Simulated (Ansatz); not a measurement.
# VRu: the cost of one run

Method: DFT, LDA, PAW with Ansatz's default frozen-core files, scalar-relativistic, in Ansatz 0.2.0.

## 1. Starting point

Symmetry: Pm-3m, No. 221, cubic system. Conventional cell: a = 3.003 Å, b = 3.003 Å, c = 3.003 Å, α = 90.00°, β = 90.00°, γ = 90.00°. Around V (site symmetry m-3m) lie 8 Ru at 2.60 Å. Ru (site symmetry m-3m) has 8 V at 2.60 Å as nearest neighbours.

Structure file:

```cif
data_structure
_symmetry_space_group_name_H-M 'Pm-3m'
_symmetry_Int_Tables_number 221
_cell_length_a 3.0028
_cell_length_b 3.0028
_cell_length_c 3.0028
_cell_angle_alpha 90.000
_cell_angle_beta 90.000
_cell_angle_gamma 90.000
_cell_volume 27.08
loop_
_atom_site_label
_atom_site_type_symbol
_atom_site_symmetry_multiplicity
_atom_site_Wyckoff_symbol
_atom_site_fract_x
_atom_site_fract_y
_atom_site_fract_z
_atom_site_occupancy
V1 V 1 b 0.50000 0.50000 0.50000 1
Ru1 Ru 1 a 0.00000 0.00000 0.00000 1
```

The file gives the conventional cell by its symmetry; the runs use the cell typed in the input.

Whether this phase is the stable one at these pressures isn't tested.

Atoms are numbered in the order of the input: V1, Ru2.

## 2. Volume scaled by 1, PAW

input.yaml reads:

```yaml
crystal:
  lattice:
    - [3.0028316633, 0.0, 0.0]
    - [0.0, 3.0028316633, 0.0]
    - [0.0, 0.0, 3.0028316633]
  atoms:
    - { symbol: V, position: [0.5, 0.5, 0.5], spin: 1.5 }
    - { symbol: Ru, position: [0.0, 0.0, 0.0] }
magnetization:
  spin_polarized: true
kpoints:
  mp_grid: { grid: [12, 12, 12] }
  band_path:
    path:
      - [0.0, 0.0, 0.0]
      - [0.0, 0.5, 0.0]
      - [0.5, 0.5, 0.0]
      - [0.0, 0.0, 0.0]
      - [0.5, 0.5, 0.5]
      - [0.0, 0.5, 0.0]
      - [0.5, 0.5, 0.5]
      - [0.5, 0.5, 0.0]
    npoints: 6
scf:
  occupations: { method: fermi_dirac, width: 0.05 }
hamiltonian:
  xc: lda
  pseudopotentials: { kind: paw }
output:
  forces: true
  stress: true
  eigenvalues: true
  populations: true
```

On the command line:

```
$ ansatz run input.yaml --threads 1 --pin off --max-ram 2048MiB --backend cpu --events-out ev --progress --plain --runs-dir out
```

**Question.** How long does this run take on 1 thread of Arm Neoverse V2, shared host, and how much memory does it need?

About 17 s, with a peak of 0.37 GiB.
